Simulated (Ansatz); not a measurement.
# TiO2 (Anatase): the cost of one run

Computed with Ansatz 0.2.0 (DFT, PBE, plane-wave PAW, default files, scalar-relativistic, frozen cores, as far as a step names no other, unless a step's input says otherwise).

## 1. The structure to begin with

The structure is tetragonal, space group I4_1/amd (No. 141). The conventional cell has a = 3.784 Å, b = 3.784 Å, c = 9.515 Å, α = 90.00°, β = 90.00°, γ = 90.00°. Ti (site symmetry -4m2) is surrounded by 6 O at 1.93 to 1.98 Å. Around O (site symmetry 2mm) lie 3 Ti at 1.93 to 1.98 Å.

As a file:

```cif
data_structure
_symmetry_space_group_name_H-M 'P 1'
_symmetry_Int_Tables_number 1
_cell_length_a 5.4582
_cell_length_b 5.4582
_cell_length_c 5.4582
_cell_angle_alpha 139.435
_cell_angle_beta 139.435
_cell_angle_gamma 58.713
_cell_volume 68.13
loop_
_atom_site_label
_atom_site_type_symbol
_atom_site_fract_x
_atom_site_fract_y
_atom_site_fract_z
_atom_site_occupancy
Ti1 Ti 0.00000 0.00000 0.00000 1
Ti2 Ti 0.75000 0.25000 0.50000 1
O1 O 0.20810 0.20810 0.00000 1
O2 O 0.95810 0.45810 0.50000 1
O3 O 0.54190 0.04190 0.50000 1
O4 O 0.79190 0.79190 0.00000 1
```

The earlier run gave: gap on the mesh 2.12 eV, largest force 0.102 eV/Å, pressure 5.2 GPa.

Like atoms gathered into sites:

```tsv
site	atoms	first shell	V_zz (10²¹ V/m²)	η	C_Q (MHz)
Ti	1, 2	6 O at 1.93–1.98 Å	0.78	0.00	4.67 (⁴⁹Ti)
O	3, 4, 5, 6	3 Ti at 1.93–1.98 Å	1.94	0.39	-1.20 (¹⁷O)
```

V_zz is the principal component of the electric field gradient with the largest magnitude, η = (V_xx − V_yy)/V_zz and C_Q = eQV_zz/h. Nuclear quadrupole moments: year-2017 set (Pyykkö).

## 2. Z stretched by +2 %, ions relaxed

File input.yaml:

```yaml
crystal:
  lattice:
    - [-1.8921, 1.8921, 4.852446]
    - [1.8921, -1.8921, 4.852446]
    - [1.8921, 1.8921, -4.852446]
  atoms:
    - { symbol: Ti, position: [0.0, 0.0, 0.0] }
    - { symbol: Ti, position: [0.75, 0.25, 0.5] }
    - { symbol: O, position: [0.2087869428, 0.2087869428, 0.0] }
    - { symbol: O, position: [0.9587869428, 0.4587869428, 0.5] }
    - { symbol: O, position: [0.5412130572, 0.0412130572, 0.5] }
    - { symbol: O, position: [0.7912130572, 0.7912130572, 0.0] }
kpoints:
  mp_grid: { grid: [11, 11, 11] }
scf:
  occupations: { method: fermi_dirac, width: 0.02 }
hamiltonian:
  xc: pbe
  pseudopotentials: { kind: paw, frozen_core: stored }
output:
  forces: true
  stress: true
  populations: true
  efg: { quadrupole_moments_barn: { Ti: 0.247, O: -0.02558 } }
  write_density: true
  write_potential: true
  elf: true
  volumetric_format: npy
relax:
  f_tol: 0.02
  max_steps: 60
```

On the command line:

```sh
$ ansatz run input.yaml --threads 1 --pin off --max-ram 3072MiB --backend cpu --events-out ev --progress --plain --runs-dir out
```

**Question.** How long does this run take on 1 thread of Intel Xeon at 2.50GHz (Skylake/Cascade Lake), shared host, and how much memory does it need?

About 2.2 min, with a peak of 0.57 GiB.
